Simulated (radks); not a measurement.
# Fractional charge and spin in the 5p shell of promethium

Aim: the energy as the spin-up occupation of 5p runs from 2 to 3 and the spin-down one from 2 to 3, against the two flat planes that join the four corners. Added charge counts from the emptiest corner (up 2, down 2).

Method: scalar-relativistic Kohn-Sham, BLYP, spin-polarised, spherical densities, finite nucleus. Code: radks (a radial shooting solver on a logarithmic mesh, Libxc functionals) version 1.

## (1) The system

* element: promethium (Z = 61)
* configuration: [Kr] 4d10 4f(up 2.5, down 2.5) 5s2 5p(up 3, down 3)
* nuclear rms radius: 4.962 fm

A shell typed twice in an input gives spin up, then spin down.

## (2) 5p: up 3, down 3

The run's settings:

```text
Z 61
configuration [Kr] 4d10 4f2.5 4f2.5 5s2 5p3 5p3
relativity scalar-relativistic
functional b88,lyp
spin polarised
nucleus finite rms 4.962 fm
c 137.035999084
```

## (3) 5p: up 3, down 2.75

The run's settings:

```text
Z 61
configuration [Kr] 4d10 4f2.5 4f2.5 5s2 5p3 5p2.75
relativity scalar-relativistic
functional b88,lyp
spin polarised
nucleus finite rms 4.962 fm
c 137.035999084
```

## (4) 5p: up 3, down 2.5

The run's settings:

```text
Z 61
configuration [Kr] 4d10 4f2.5 4f2.5 5s2 5p3 5p2.5
relativity scalar-relativistic
functional b88,lyp
spin polarised
nucleus finite rms 4.962 fm
c 137.035999084
```

## (5) 5p: up 3, down 2.25

The run's settings:

```text
Z 61
configuration [Kr] 4d10 4f2.5 4f2.5 5s2 5p3 5p2.25
relativity scalar-relativistic
functional b88,lyp
spin polarised
nucleus finite rms 4.962 fm
c 137.035999084
```

## (6) 5p: up 3, down 2

The run's settings:

```text
Z 61
configuration [Kr] 4d10 4f2.5 4f2.5 5s2 5p3 5p2
relativity scalar-relativistic
functional b88,lyp
spin polarised
nucleus finite rms 4.962 fm
c 137.035999084
```

## (7) 5p: up 2.75, down 2.75

The run's settings:

```text
Z 61
configuration [Kr] 4d10 4f2.5 4f2.5 5s2 5p2.75 5p2.75
relativity scalar-relativistic
functional b88,lyp
spin polarised
nucleus finite rms 4.962 fm
c 137.035999084
```

## (8) 5p: up 2.75, down 2.5

The run's settings:

```text
Z 61
configuration [Kr] 4d10 4f2.5 4f2.5 5s2 5p2.75 5p2.5
relativity scalar-relativistic
functional b88,lyp
spin polarised
nucleus finite rms 4.962 fm
c 137.035999084
```

## (9) 5p: up 2.75, down 2.25

The run's settings:

```text
Z 61
configuration [Kr] 4d10 4f2.5 4f2.5 5s2 5p2.75 5p2.25
relativity scalar-relativistic
functional b88,lyp
spin polarised
nucleus finite rms 4.962 fm
c 137.035999084
```

## (10) 5p: up 2.75, down 2

The run's settings:

```text
Z 61
configuration [Kr] 4d10 4f2.5 4f2.5 5s2 5p2.75 5p2
relativity scalar-relativistic
functional b88,lyp
spin polarised
nucleus finite rms 4.962 fm
c 137.035999084
```

## (11) 5p: up 2.5, down 2.5

The run's settings:

```text
Z 61
configuration [Kr] 4d10 4f2.5 4f2.5 5s2 5p2.5 5p2.5
relativity scalar-relativistic
functional b88,lyp
spin polarised
nucleus finite rms 4.962 fm
c 137.035999084
```

## (12) 5p: up 2.5, down 2.25

The run's settings:

```text
Z 61
configuration [Kr] 4d10 4f2.5 4f2.5 5s2 5p2.5 5p2.25
relativity scalar-relativistic
functional b88,lyp
spin polarised
nucleus finite rms 4.962 fm
c 137.035999084
```

## (13) 5p: up 2.5, down 2

The run's settings:

```text
Z 61
configuration [Kr] 4d10 4f2.5 4f2.5 5s2 5p2.5 5p2
relativity scalar-relativistic
functional b88,lyp
spin polarised
nucleus finite rms 4.962 fm
c 137.035999084
```

## (14) 5p: up 2.25, down 2.25

The run's settings:

```text
Z 61
configuration [Kr] 4d10 4f2.5 4f2.5 5s2 5p2.25 5p2.25
relativity scalar-relativistic
functional b88,lyp
spin polarised
nucleus finite rms 4.962 fm
c 137.035999084
```

## (15) 5p: up 2.25, down 2

The run's settings:

```text
Z 61
configuration [Kr] 4d10 4f2.5 4f2.5 5s2 5p2.25 5p2
relativity scalar-relativistic
functional b88,lyp
spin polarised
nucleus finite rms 4.962 fm
c 137.035999084
```

## (16) 5p: up 2, down 2

The run's settings:

```text
Z 61
configuration [Kr] 4d10 4f2.5 4f2.5 5s2 5p2 5p2
relativity scalar-relativistic
functional b88,lyp
spin polarised
nucleus finite rms 4.962 fm
c 137.035999084
```

Q: Predict the outcome of this session. Wanted: for each run, down \ up; 2; 2.25; 2.5; 2.75; 3.

**Answer**, as computed:

| down \ up | 2 | 2.25 | 2.5 | 2.75 | 3 |
| --- | --- | --- | --- | --- | --- |
| 2 | 0.000 | -1.174 | -1.561 | -1.166 | 0.000 |
| 2.25 | -1.174 | -1.507 | -1.061 | 0.153 | -1.104 |
| 2.5 | -1.561 | -1.061 | 0.205 | -1.005 | -1.465 |
| 2.75 | -1.166 | 0.153 | -1.005 | -1.417 | -1.093 |
| 3 | 0.000 | -1.104 | -1.465 | -1.093 | 0.000 |

What this shows: The table gives the energy in eV minus the planes, whose edge runs along up + down = one added electron; mirror points follow by spin symmetry. With half an added electron in each spin it lies 0.20 eV above the planes. With half an electron added in spin up alone it lies 1.56 eV below them. The planes are only a guide here: the condition holds for ground states with one frontier orbital, and this shell is degenerate.
